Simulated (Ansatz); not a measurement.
**C₃H₅F₃O: a ladder of functionals and wavefunction methods**

An exercise on one series of results from a longer session: the logs are not shown, and one member is left open.

Program: Ansatz 0.2.0, Gaussian basis. Level of theory: functionals in def2-TZVPP, the program's frozen cores in correlated methods. These are calculated values, not measurements.

The runs, in order: PBE-D4, r2SCAN-D4, PBE0-D4, B3LYP-D4, ωB97X-V, ωB97M-V, B2PLYP; CCSD(T)/def2-TZVPP; MP2/def2-QZVPP; extrapolation to the limit.

### Structure used throughout

An earlier PBE0-D4 in a triple-zeta def2 set relaxation fixed the geometry.

SMILES `FCOCC(F)F`, 12 atoms, charge 0, spin multiplicity 1.

Atoms are counted from 1 here; the program's logs count them from 0.

Bond lengths: F1–C2 1.379 Å, C2–O3 1.373 Å, C2–H8 1.091 Å, C2–H9 1.095 Å, O3–C4 1.410 Å, C4–C5 1.509 Å, C4–H10 1.092 Å, C4–H11 1.094 Å, C5–F6 1.355 Å, C5–F7 1.359 Å, C5–H12 1.094 Å. Angles: F1–C2–O3 110.5°, F1–C2–H8 108.0°, F1–C2–H9 106.8°, O3–C2–H8 107.1°, O3–C2–H9 112.5°, H8–C2–H9 111.9°, C2–O3–C4 115.3°, O3–C4–C5 110.2°, O3–C4–H10 108.1°, O3–C4–H11 112.2°, C5–C4–H10 108.6°, C5–C4–H11 109.4°, H10–C4–H11 108.3°, C4–C5–F6 109.1°, C4–C5–F7 110.3°, C4–C5–H12 113.0°, F6–C5–F7 107.6°, F6–C5–H12 108.9° and more.

The first run:

in.yaml

```yaml
crystal:
  periodic: [false, false, false]
  atoms:
    - {symbol: F, position_ang: [-1.276496, 2.231981, 0.193849]}
    - {symbol: C, position_ang: [-0.276892, 1.505441, 0.806109]}
    - {symbol: O, position_ang: [0.539285, 0.926257, -0.133289]}
    - {symbol: C, position_ang: [-0.009802, -0.185889, -0.804883]}
    - {symbol: C, position_ang: [0.519793, -1.468288, -0.210585]}
    - {symbol: F, position_ang: [0.080660, -2.514765, -0.950603]}
    - {symbol: F, position_ang: [0.047522, -1.632295, 1.053436]}
    - {symbol: H, position_ang: [0.338730, 2.197767, 1.381787]}
    - {symbol: H, position_ang: [-0.769084, 0.766870, 1.446691]}
    - {symbol: H, position_ang: [0.296816, -0.134712, -1.851463]}
    - {symbol: H, position_ang: [-1.103263, -0.192679, -0.766294]}
    - {symbol: H, position_ang: [1.612741, -1.499688, -0.164765]}
basis:
  gaussian: {orbitals: def2-TZVPP}
hamiltonian: {xc: pbe, dispersion: d4}
output: {forces: true, orbitals: {seedname: orbitals}}
```

On the command line:

```sh
> ansatz run in.yaml --threads 2 --pin off --events-out ev --progress --plain --max-ram 22528MiB --backend cuda --devices 0, --max-vram 18GiB
```

Among the steps run: PBE-D4 (GGA); r2SCAN-D4 (meta-GGA); PBE0-D4 (hybrid); B3LYP-D4 (hybrid); ωB97X-V (range-separated); ωB97M-V (range-separated); B2PLYP (double hybrid); CCSD(T) in def2-TZVPP; MP2 in def2-QZVPP.

One of the session's tables, all rows but one given; the rest of the session is left out.

| method | atomisation energy (eV) |
| --- | --- |
| PBE-D4 | 50.895 |
| r2SCAN-D4 | 49.367 |
| PBE0-D4 | 49.387 |
| B3LYP-D4 | ? |
| ωB97X-V | 49.328 |
| ωB97M-V | 49.334 |
| B2PLYP | 48.621 |
| HF/def2-TZVPP | 34.501 |
| MP2/def2-TZVPP | 49.323 |
| CCSD/def2-TZVPP | 46.991 |
| CCSD(T)/def2-TZVPP | 47.863 |
| MP2/CBS | 50.615 |
| CCSD(T)/CBS | 49.154 |

Q: Estimate the row for B3LYP-D4 from the others.

As computed: atomisation energy (eV): 48.988. In the column «atomisation energy (eV)» it lies between B2PLYP (48.621) and CCSD(T)/CBS (49.154).

Caveats from the session: Free atoms (3 F, 3 C, 1 O, 5 H) were run apart at each level; the atomisation energy is their sum less the molecule, without zero-point or spin-orbit terms.
